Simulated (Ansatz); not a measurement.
**ClH4O2ScSi: a ladder of functionals and wavefunction methods**

The task here is to estimate one member of a computed series from the others.

Method: functionals in def2-TZVPP, the program's frozen cores in correlated methods; program: Ansatz 0.2.0, Gaussian basis.

Levels to be run: LDA (SPW92), PBE-D4, revPBE-D4, BLYP-D4, r2SCAN-D4, B97M-V, PBE0-D4, B3LYP-D4, r2SCANh-D4, r2SCAN0-D4, HSE06-D4, BHLYP-D4, CAM-B3LYP-D4, LC-ωPBE, ωB97X-V, ωB97M-V, B2PLYP, PBE-QIDH; CCSD(T)/def2-SVP; CCSD(T)/def2-TZVPP; MP2/def2-QZVPP; extrapolation to the limit; RPA on PBE.

## Structure used throughout

All runs share one geometry, relaxed beforehand with PBE0-D4 in a triple-zeta def2 set.

9 atoms, charge 0, spin multiplicity 1.

Atoms are counted from 1 here; the program's logs count them from 0.

Bond lengths: O1–Sc2 1.843 Å, O1–H6 0.953 Å, Sc2–Cl3 2.317 Å, Sc2–O4 1.875 Å, O4–Si5 1.633 Å, Si5–H7 1.488 Å, Si5–H8 1.487 Å, Si5–H9 1.488 Å. Angles: Sc2–O1–H6 174.9°, O1–Sc2–Cl3 121.5°, O1–Sc2–O4 119.1°, Cl3–Sc2–O4 119.5°, Sc2–O4–Si5 177.4°, O4–Si5–H7 110.1°, O4–Si5–H8 110.5°, O4–Si5–H9 110.1°, H7–Si5–H8 108.7°, H7–Si5–H9 108.7°, H8–Si5–H9 108.8°.

Coordinates:

```
O     2.16420    1.58239    0.82646
Sc    1.52685   -0.10336    0.43991
Cl    2.87702   -1.97770    0.62190
O    -0.25417   -0.30017   -0.11199
Si   -1.81417   -0.39971   -0.58464
H     2.41674    2.48334    1.00692
H    -2.05040    0.48378   -1.75880
H    -2.15476   -1.79711   -0.96264
H    -2.71132    0.02855    0.52288
```

Set-up of the first run:

in.yaml reads:

```yaml
crystal:
  periodic: [false, false, false]
  atoms:
    - {symbol: O, position_ang: [2.164198, 1.582386, 0.826463]}
    - {symbol: Sc, position_ang: [1.526845, -0.103365, 0.439912]}
    - {symbol: Cl, position_ang: [2.877019, -1.977696, 0.621904]}
    - {symbol: O, position_ang: [-0.254169, -0.300169, -0.111993]}
    - {symbol: Si, position_ang: [-1.814166, -0.399711, -0.584639]}
    - {symbol: H, position_ang: [2.416736, 2.483338, 1.006924]}
    - {symbol: H, position_ang: [-2.050399, 0.483777, -1.758796]}
    - {symbol: H, position_ang: [-2.154755, -1.797108, -0.962643]}
    - {symbol: H, position_ang: [-2.711319, 0.028548, 0.522877]}
basis:
  gaussian: {orbitals: def2-TZVPP}
hamiltonian: {xc: lda}
output: {orbitals: {seedname: orbitals}}
```

Command:

```
> ansatz run in.yaml --threads 4 --pin off --events-out ev --progress --plain --max-ram 10444MiB
```

Steps of the session up to this table: LDA; PBE-D4 (GGA); revPBE-D4 (GGA); BLYP-D4 (GGA); r2SCAN-D4 (meta-GGA); B97M-V (meta-GGA); PBE0-D4 (hybrid); B3LYP-D4 (hybrid); r2SCANh-D4 (hybrid); r2SCAN0-D4 (hybrid); HSE06-D4 (hybrid); BHLYP-D4 (hybrid); CAM-B3LYP-D4 (range-separated); LC-ωPBE (range-separated); ωB97X-V (range-separated); ωB97M-V (range-separated); B2PLYP (double hybrid); PBE-QIDH (double hybrid).

One table of the session follows, with a row left open; its other results are not shown here.

It belongs to the step «Orbital energies across the functionals». 

| functional | HOMO (eV) | LUMO (eV) | gap (eV) |
| --- | --- | --- | --- |
| LDA (SPW92) | -7.27 | -3.40 | 3.87 |
| PBE-D4 | -7.14 | -3.18 | 3.95 |
| revPBE-D4 | -7.08 | -3.04 | 4.04 |
| BLYP-D4 | -7.01 | -3.20 | 3.81 |
| r2SCAN-D4 | -7.49 | -2.89 | 4.60 |
| B97M-V | -7.58 | -3.08 | 4.50 |
| PBE0-D4 | -8.56 | -2.24 | 6.32 |
| B3LYP-D4 | -8.30 | -2.62 | 5.68 |
| r2SCANh-D4 | -8.01 | -2.54 | 5.47 |
| r2SCAN0-D4 | ? | ? | ? |
| HSE06-D4 | -8.15 | -2.61 | 5.54 |
| BHLYP-D4 | -9.86 | -1.50 | 8.36 |
| CAM-B3LYP-D4 | -9.94 | -1.41 | 8.54 |
| LC-ωPBE | -11.32 | -0.08 | 11.24 |
| ωB97X-V | -10.97 | -0.29 | 10.68 |
| ωB97M-V | -10.84 | -0.64 | 10.20 |

**Question.** Estimate the row for r2SCAN0-D4.

Worked estimate for «HOMO (eV)». Against the share of exact exchange, r2SCAN-D4 (0, -7.49), r2SCANh-D4 (0.1, -8.01) give a slope of -5.20 per unit share; at 0.25 the line stands at -8.79.

As computed: HOMO (eV): -8.80; LUMO (eV): -2.04; gap (eV): 6.76. In «HOMO (eV)» the line misses by +0.01.
